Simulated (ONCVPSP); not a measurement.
# Pseudopotential generation for Cu: ONCV, LDA (Perdew-Wang 92)

Do these settings give a usable potential? It is generated, then checked for transferability, scattering, ghosts and hardness.

The numbers are computed with ONCVPSP 4.0.1.1 (patched build) (LDA (Perdew-Wang 92), scalar-relativistic, spin-unpolarised reference atom).

15 further runs of the same task are left out: 2 that didn't finish, 13 set aside as unsound or not needed.

### 1 Starting point

The settings as typed:

- element: copper (Cu, Z = 29)
- type: optimised norm-conserving Vanderbilt (ONCV)
- frozen core: [Ne]
- valence charge: 19
- reference configuration: 3s2 3p6 3d9 (charge +2)
- partial waves: 3s: rc 0.80 bohr, ncon 3, nbas 6, qcut 7 1/bohr, 2 projectors, debl 2.2 Ha; 3p: rc 0.75 bohr, ncon 4, nbas 8, qcut 10 1/bohr, 2 projectors, debl 2.5 Ha; 3d: rc 0.75 bohr, ncon 5, nbas 8, qcut 11.3 1/bohr, 2 projectors, debl 0.6 Ha
- local potential: polynomial inside 0.70 bohr (lpopt 5, dvloc0 0 Ha)
- core correction: not asked for

An earlier all-electron run gives the scale for the radii.

All-electron outer shells of the reference configuration (LDA (PZ), scalar-relativistic, ld1.x):

| shell | level (eV) | outermost node (bohr) | outermost maximum (bohr) |
| --- | --- | --- | --- |
| 3s | -139.79 | 0.29 | 0.61 |
| 3p | -97.57 | 0.26 | 0.62 |
| 3d | -29.98 | – | 0.60 |
| 4s | -22.55 | 0.88 | 1.93 |
| 4p | -15.39 | 0.95 | 2.30 |

### 2 Generation

The input, Cu.dat:

```
# ATOM AND REFERENCE CONFIGURATION
# atsym  z   nc   nv     iexc    psfile
  Cu 29.00    3    3  -001012      upf
#
#   n    l    f
    1    0    2.00
    2    0    2.00
    2    1    6.00
    3    0    2.00
    3    1    6.00
    3    2    9.00
#
# PSEUDOPOTENTIAL AND OPTIMIZATION
# lmax
    2
#
#   l,   rc,      ep,       ncon, nbas, qcut
    0    0.80    0.00    3    6    7.00
    1    0.75    0.00    4    8   10.00
    2    0.75    0.00    5    8   11.30
#
# LOCAL POTENTIAL
# lloc, lpopt,  rc(5),   dvloc0
    4    5    0.70    0.00
#
# VANDERBILT-KLEINMAN-BYLANDER PROJECTORs
# l, nproj, debl
    0    2    2.20
    1    2    2.50
    2    2    0.60
#
# MODEL CORE CHARGE
# icmod, fcfact, rcfact
    0    0.00    0.00
#
# LOG DERIVATIVE ANALYSIS
# epsh1, epsh2, depsh
   -7.00    5.00    0.04
#
# OUTPUT GRID
# rlmax, drl
    6.00    0.01
#
# TEST CONFIGURATIONS
# ncnf
    4
# nvcnf
#   n    l    f
    4
    3    0    2.00
    3    1    6.00
    3    2   10.00
    4    0    1.00
#
    3
    3    0    2.00
    3    1    6.00
    3    2   10.00
#
    3
    3    0    2.00
    3    1    6.00
    3    2    8.00
#
    4
    3    0    1.00
    3    1    6.00
    3    2   10.00
    4    0    1.00
#
```

Started as:

```sh
oncvpsp.x < Cu.dat > Cu.out
```

**Question.** What will these runs give? Wanted: cutoffs; bound ghosts; GHOST(+) flags; largest miss of a reference level; largest test error; largest phase difference near zero energy, channels read; projector energies reset by the program.

**Answer**, as computed:

| quantity | value |
| --- | --- |
| cutoffs | not determined |
| bound ghosts | none found |
| GHOST(+) flags | s at 693 eV, d at 321 eV |
| largest miss of a reference level | 11 meV (3s) |
| largest test error (AE − PS) | +12 meV, for 3s1 3p6 3d10 4s1 |
| largest phase difference near zero energy, channels read | 0.000 rad |
| projector energies reset by the program | s: -5.137, 0.250 Ha; p: -3.586, 0.250 Ha; d: -1.102, 0.250 Ha |

**Reading.** The worst unpolarised test, 3s1 3p6 3d10 4s1, is off by 12 meV on 91.6 eV; by total energies transferability rates as good. No bound ghost shows below the valence levels. Near zero energy the phases of the channels with partial waves agree within 0.001 rad. The program also flags highly localised states, GHOST(+) (s, d). These are tests on the free atom; a crystal test is still owed.
